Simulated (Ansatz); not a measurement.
**C8H12: vertical ionisation energy**

The task here is to estimate one member of a computed series from the others.

Computed with Ansatz 0.2.0, Gaussian basis. Level: unrestricted cation, the program's frozen cores in correlated methods.

Plan: UKS PBE-D4/def2-TZVPP; UKS r2SCAN-D4/def2-TZVPP; UKS PBE0-D4/def2-TZVPP; UKS B3LYP-D4/def2-TZVPP; UKS wB97X-V/def2-TZVPP; UKS wB97M-V/def2-TZVPP; UKS B2PLYP/def2-TZVPP; UHF-CCSD(T)/def2-TZVPP; UHF-MP2/def2-QZVPP; extrapolation to the limit; then −ε(HOMO) from the neutral's earlier runs with LDA (SPW92), PBE-D4, revPBE-D4, BLYP-D4, r2SCAN-D4, B97M-V, PBE0-D4, B3LYP-D4, r2SCANh-D4, r2SCAN0-D4, HSE06-D4, BHLYP-D4, CAM-B3LYP-D4, LC-ωPBE, ωB97X-V, ωB97M-V.

### Structure used throughout

The geometry comes from an earlier relaxation with PBE0-D4 in a triple-zeta def2 set; it is a stationary point, not always the lowest conformer.

SMILES `C=CC1CC=CCC1`, 20 atoms, charge 0, spin multiplicity 1.

Atoms are counted from 1 here; the program's logs count them from 0.

Bond lengths: C1–C2 1.325 Å, C1–H9 1.084 Å, C1–H10 1.086 Å, C2–C3 1.492 Å, C2–H11 1.090 Å, C3–C4 1.530 Å, C3–C8 1.529 Å, C3–H12 1.097 Å, C4–C5 1.496 Å, C4–H13 1.095 Å, C4–H14 1.099 Å, C5–C6 1.328 Å, C5–H15 1.087 Å, C6–C7 1.496 Å, C6–H16 1.086 Å, C7–C8 1.522 Å, C7–H17 1.098 Å, C7–H18 1.095 Å and more. Angles: C2–C1–H9 121.7°, C2–C1–H10 121.3°, H9–C1–H10 117.0°, C1–C2–C3 125.4°, C1–C2–H11 119.1°, C3–C2–H11 115.5°, C2–C3–C4 111.1°, C2–C3–C8 111.6°, C2–C3–H12 108.5°, C4–C3–C8 109.5°, C4–C3–H12 108.1°, C8–C3–H12 108.0°, C3–C4–C5 112.6°, C3–C4–H13 109.5°, C3–C4–H14 109.6°, C5–C4–H13 109.9°, C5–C4–H14 109.7°, H13–C4–H14 105.3° and more.

The first run:

in.yaml

```yaml
crystal:
  periodic: [false, false, false]
  atoms:
    - {symbol: C, position_ang: [-1.085545, -2.160716, -1.879960]}
    - {symbol: C, position_ang: [-0.220591, -1.707124, -0.984129]}
    - {symbol: C, position_ang: [-0.219925, -0.333381, -0.402456]}
    - {symbol: C, position_ang: [1.063787, 0.416240, -0.763927]}
    - {symbol: C, position_ang: [1.232302, 1.677796, 0.021887]}
    - {symbol: C, position_ang: [0.523002, 1.965881, 1.107409]}
    - {symbol: C, position_ang: [-0.495154, 1.038099, 1.690165]}
    - {symbol: C, position_ang: [-0.381649, -0.366935, 1.117450]}
    - {symbol: H, position_ang: [-1.030743, -3.173158, -2.263025]}
    - {symbol: H, position_ang: [-1.882799, -1.531239, -2.263909]}
    - {symbol: H, position_ang: [0.566949, -2.369769, -0.623973]}
    - {symbol: H, position_ang: [-1.068317, 0.222137, -0.822063]}
    - {symbol: H, position_ang: [1.066033, 0.640949, -1.835679]}
    - {symbol: H, position_ang: [1.931733, -0.238713, -0.602506]}
    - {symbol: H, position_ang: [1.973795, 2.387453, -0.334900]}
    - {symbol: H, position_ang: [0.680803, 2.915356, 1.611433]}
    - {symbol: H, position_ang: [-1.501350, 1.439630, 1.509090]}
    - {symbol: H, position_ang: [-0.385435, 1.009652, 2.779643]}
    - {symbol: H, position_ang: [-1.257660, -0.962684, 1.387106]}
    - {symbol: H, position_ang: [0.490774, -0.869483, 1.552336]}
basis:
  gaussian: {orbitals: def2-TZVPP}
total_charge: 1
magnetization: {spin_polarized: true, initial_magnetization: 1}
hamiltonian: {xc: pbe, dispersion: d4}
```

Command:

```
> ansatz run in.yaml --threads 2 --pin off --events-out ev --progress --plain --max-ram 32768MiB --backend cuda --devices 0, --max-vram 18GiB
```

Steps of the session up to this table: Cation, UKS PBE-D4/def2-TZVPP; Cation, UKS r2SCAN-D4/def2-TZVPP; Cation, UKS PBE0-D4/def2-TZVPP; Cation, UKS B3LYP-D4/def2-TZVPP; Cation, UKS wB97X-V/def2-TZVPP; Cation, UKS wB97M-V/def2-TZVPP; Cation, UKS B2PLYP (frozen core)/def2-TZVPP; Cation, UHF-CCSD(T)/def2-TZVPP; Cation, UHF-MP2/def2-QZVPP.

One table of the session follows, with a row left open; its other results are not shown here.

Orbital estimates, from the neutral's runs:

```
  functional  −ε(HOMO) (eV)
 LDA (SPW92)           5.97
      PBE-D4           5.83
   revPBE-D4           5.77
     BLYP-D4           5.68
   r2SCAN-D4           6.01
      B97M-V           6.05
     PBE0-D4           6.93
    B3LYP-D4           6.73
  r2SCANh-D4           6.43
  r2SCAN0-D4           7.06
    HSE06-D4           6.53
    BHLYP-D4           7.90
CAM-B3LYP-D4              ?
     LC-ωPBE           9.63
     ωB97X-V           9.26
     ωB97M-V           9.17
```

**Question.** Estimate the row for CAM-B3LYP-D4.

As computed: −ε(HOMO) (eV): 8.25. In the column «−ε(HOMO) (eV)» it lies between BHLYP-D4 (7.90) and ωB97M-V (9.17).

Caveats from the session: The cation may have settled in a state other than its lowest; no search over hole states beyond the program's own was made.
